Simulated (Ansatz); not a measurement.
A nudged elastic band was laid between two geometries of a periodic cell of 15 atoms, TiW₁₄ (host W, host structure bcc, dopant Ti, one W atom removed).

Computed with DFT PBE, scalar-relativistic, plane waves, PAW (Ansatz 0.2.0). Settings: PAW set soft_1, cutoff 420 eV, k mesh 3x3x3, gaussian smearing 0.05 eV, no spin polarisation.

```yaml
movable_images: 5
climbing_image: yes
spring: 10.0 eV/Å²
optimiser: lbfgs
start_path: straight line
force_threshold: 0.03 eV/Å
iteration_limit: 55
end_points: relaxed
```

Initial state:

```xyz
15
Lattice="6.3200 0.0000 0.0000 0.0000 6.3200 0.0000 0.0000 0.0000 6.3200" Properties=species:S:1:pos:R:3
Ti 0.046 -0.043 0.050
W 3.145 0.000 0.007
W 0.003 3.178 0.007
W 0.004 0.000 3.149
W 1.588 1.607 1.592
W 3.127 3.197 0.028
W 3.127 -0.020 3.131
W 4.740 1.583 1.577
W 0.024 3.197 3.131
W 1.573 1.583 4.745
W 3.151 3.173 3.155
W 4.717 4.735 1.592
W 4.724 1.599 4.728
W 1.588 4.735 4.721
W 4.740 4.750 4.745
```

Final state:

Only the atoms that move by more than 0.05 Å are listed.
```
Ti1 1.533 -1.533 1.533
W6 3.156 3.164 0.003
```

(1) Which bonds break or form, and what moves?

(2) Give the energies along the band, and the barrier.

(3) What is the geometry of the highest image?

Results:

(1) The atom that moves furthest is Ti1, by 2.58 Å; four of its nearest neighbours are W14 2.73, W12 2.73, W5 2.73, W10 2.76 Å at the first end and W2 2.74, W4 2.74, W3 2.74, W7 2.76 Å at the last.

(2) It converged. The highest image is number 3 of 0 to 6, 1.02 eV above the ends, which have the same energy within 2 meV. By the program's own check the climbing image is a first-order saddle point (lowest curvatures found: -1.94 and 7.37 eV/Å²). Limits of this set-up: coarse k mesh, a small cell, in which the defect meets its images, a typed lattice constant that wasn't relaxed here.

```json
{"image": "0", "path coordinate (Å)": "0.00", "energy (eV)": "0.00", "Ti1–W8 (Å)": "2.76", "Ti1–W10 (Å)": "2.76", "Ti1–W13 (Å)": "2.84"}
{"image": "1", "path coordinate (Å)": "0.43", "energy (eV)": "0.32", "Ti1–W8 (Å)": "2.92", "Ti1–W10 (Å)": "2.92", "Ti1–W13 (Å)": "3.22"}
{"image": "2", "path coordinate (Å)": "0.85", "energy (eV)": "0.83", "Ti1–W8 (Å)": "3.15", "Ti1–W10 (Å)": "3.15", "Ti1–W13 (Å)": "3.65"}
{"image": "3", "path coordinate (Å)": "1.27", "energy (eV)": "1.02", "Ti1–W8 (Å)": "3.40", "Ti1–W10 (Å)": "3.40", "Ti1–W13 (Å)": "4.09"}
{"image": "4", "path coordinate (Å)": "1.70", "energy (eV)": "0.82", "Ti1–W8 (Å)": "3.68", "Ti1–W10 (Å)": "3.68", "Ti1–W13 (Å)": "4.54"}
{"image": "5", "path coordinate (Å)": "2.12", "energy (eV)": "0.32", "Ti1–W8 (Å)": "4.00", "Ti1–W10 (Å)": "4.00", "Ti1–W13 (Å)": "4.98"}
{"image": "6", "path coordinate (Å)": "2.55", "energy (eV)": "0.00", "Ti1–W8 (Å)": "4.36", "Ti1–W10 (Å)": "4.36", "Ti1–W13 (Å)": "5.38"}
```

(3) 
```xyz
15
Lattice="6.3200 0.0000 0.0000 0.0000 6.3200 0.0000 0.0000 0.0000 6.3200" Properties=species:S:1:pos:R:3
Ti 0.789 -0.788 0.792
W 3.217 0.038 -0.034
W -0.036 3.105 -0.034
W -0.036 0.038 3.219
W 1.613 1.641 1.615
W 3.125 3.197 0.002
W 3.125 0.001 3.127
W 4.772 1.550 1.579
W 0.000 3.197 3.127
W 1.577 1.550 4.774
W 3.150 3.172 3.152
W 4.680 4.709 1.615
W 4.747 1.574 4.749
W 1.613 4.709 4.683
W 4.772 4.745 4.774
```

The run took 15 min on 4 threads of Arm Neoverse V1, with other jobs on the host, peak memory 2.9 GiB.
